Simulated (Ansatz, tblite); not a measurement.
**B7N7 zinc blende off sphere (B7N7H20): one state, many levels**

The task here is to estimate one member of a computed series from the others.

Method: as each input shows; program: Ansatz 0.2.0, Gaussian basis.

Levels to be run: GFN1-xTB, GFN2-xTB, PBE-D4/def2-TZVP, r2SCAN-D4/def2-TZVP, PBE-D4/def2-SVP, PBE0-D4/def2-SVP.

1 further run of the same task is left out (set aside as unsound or not needed).

**The geometry**

The geometry is that of the singlet, from an earlier relaxation (PBE-D4/def2-SVP).

34 atoms, charge 0, spin multiplicity 1.

Bond lengths: B1–N9 1.639 Å, B1–N10 1.572 Å, B1–H15 1.233 Å, B1–H16 1.233 Å, B2–N8 1.568 Å, B2–N11 1.568 Å, B2–N12 1.568 Å, B2–H17 1.231 Å, B3–N9 1.553 Å, B3–N11 1.650 Å, B3–N13 1.553 Å, B3–H18 1.225 Å, B4–N8 1.650 Å, B4–N9 1.553 Å, B4–N14 1.553 Å, B4–H19 1.225 Å, B5–N10 1.572 Å, B5–N14 1.639 Å and more. Angles: N9–B1–N10 104.6°, N9–B1–H15 107.3°, N9–B1–H16 107.3°, N10–B1–H15 112.1°, N10–B1–H16 112.1°, H15–B1–H16 112.8°, N8–B2–N11 106.1°, N8–B2–N12 106.1°, N8–B2–H17 112.7°, N11–B2–N12 106.1°, N11–B2–H17 112.7°, N12–B2–H17 112.7°, N9–B3–N11 107.5°, N9–B3–N13 107.2°, N9–B3–H18 114.3°, N11–B3–N13 107.5°, N11–B3–H18 105.7°, N13–B3–H18 114.3° and more.

PBE0-D4/def2-TZVP was run before; its log isn't repeated, and its numbers join the tables.

The first run:

Tight binding, by tblite at 300 K electronic temperature and without a spin-polarisation term:

```python
tblite.interface.Calculator('GFN1-xTB', numbers, positions, charge=0, uhf=0).singlepoint()
```

Tight binding, by tblite at 300 K electronic temperature and without a spin-polarisation term:

```python
tblite.interface.Calculator('GFN2-xTB', numbers, positions, charge=0, uhf=0).singlepoint()
```

start.molden holds the orbitals of an earlier run on this state, given as this run's starting guess.

Contents of in.yaml:

```yaml
crystal:
  periodic: [false, false, false]
  atoms:
    - {symbol: B, position_ang: [0.478604, -2.325875, 0.478735]}
    - {symbol: B, position_ang: [-1.434862, 1.438153, -1.432950]}
    - {symbol: B, position_ang: [0.476625, -0.478103, -1.360721]}
    - {symbol: B, position_ang: [-1.360171, -0.477316, 0.479460]}
    - {symbol: B, position_ang: [0.482480, -0.483336, 2.324130]}
    - {symbol: B, position_ang: [0.480521, 1.358977, 0.479150]}
    - {symbol: B, position_ang: [2.324604, -0.483966, 0.478352]}
    - {symbol: N, position_ang: [-2.267550, 0.498613, -0.493014]}
    - {symbol: N, position_ang: [-0.441495, -1.327337, -0.439925]}
    - {symbol: N, position_ang: [1.356738, -1.359806, 1.354871]}
    - {symbol: N, position_ang: [-0.496921, 0.497710, -2.266914]}
    - {symbol: N, position_ang: [-0.493148, 2.268718, -0.493263]}
    - {symbol: N, position_ang: [1.328097, 0.438177, -0.440321]}
    - {symbol: N, position_ang: [-0.437746, 0.438825, 1.328924]}
    - {symbol: H, position_ang: [1.162508, -3.005088, -0.289545]}
    - {symbol: H, position_ang: [-0.288482, -3.005016, 1.164045]}
    - {symbol: H, position_ang: [-2.145458, 2.150310, -2.142546]}
    - {symbol: H, position_ang: [1.129627, -1.132627, -2.163840]}
    - {symbol: H, position_ang: [-2.162366, -1.131297, 1.134168]}
    - {symbol: H, position_ang: [-0.284684, -1.168097, 3.003736]}
    - {symbol: H, position_ang: [1.169413, 0.282386, 3.003175]}
    - {symbol: H, position_ang: [1.136597, 2.159696, 1.133540]}
    - {symbol: H, position_ang: [3.002422, -1.169582, -0.289677]}
    - {symbol: H, position_ang: [3.005419, 0.281656, 1.163693]}
    - {symbol: H, position_ang: [-2.908651, -0.095406, -1.039877]}
    - {symbol: H, position_ang: [-2.906009, 1.046036, 0.103328]}
    - {symbol: H, position_ang: [-0.991178, -2.000709, -0.988443]}
    - {symbol: H, position_ang: [1.950179, -1.954456, 1.947360]}
    - {symbol: H, position_ang: [-1.045260, -0.096360, -2.906707]}
    - {symbol: H, position_ang: [0.098547, 1.044481, -2.906740]}
    - {symbol: H, position_ang: [0.102602, 2.908006, -1.040351]}
    - {symbol: H, position_ang: [-1.038818, 2.908873, 0.102875]}
    - {symbol: H, position_ang: [2.002617, 0.986282, -0.989019]}
    - {symbol: H, position_ang: [-0.984829, 0.987467, 2.004311]}
basis:
  gaussian: {orbitals: def2-TZVP, fitting: {mean_field: def2-universal-jkfit}, initial_orbitals: start.molden}
hamiltonian: {xc: pbe, dispersion: d4}
scf: {omitted_lower_state_checks: [starts]}
output: {forces: true, orbitals: {seedname: orbitals}}
```

Started as:

```console
> ansatz run in.yaml --threads 2 --pin off --events-out ev --progress --plain --max-ram 32768MiB --backend cuda --devices 0, --max-vram 18GiB
```

Among the steps run: PBE-D4/def2-TZVP; r2SCAN-D4/def2-TZVP; PBE-D4/def2-SVP; PBE0-D4/def2-SVP.

One of the session's tables, all rows but one given; the rest of the session is left out.

It belongs to the step «Binding energy». 

| level | binding an atom (eV) |
| --- | --- |
| PBE-D4/def2-SVP | ? |
| PBE-D4/def2-TZVP | 4.149 |
| r2SCAN-D4/def2-TZVP | 4.062 |
| PBE0-D4/def2-SVP | 4.149 |
| PBE0-D4/def2-TZVP | 4.087 |

Estimate the missing values for PBE-D4/def2-SVP.

The run gave: binding an atom (eV): 4.209. In the column «binding an atom (eV)» it is the highest.

Limits of these values: Free atoms were run apart at each level; binding is atoms less cluster, divided by the number of atoms, without zero-point or spin-orbit terms.
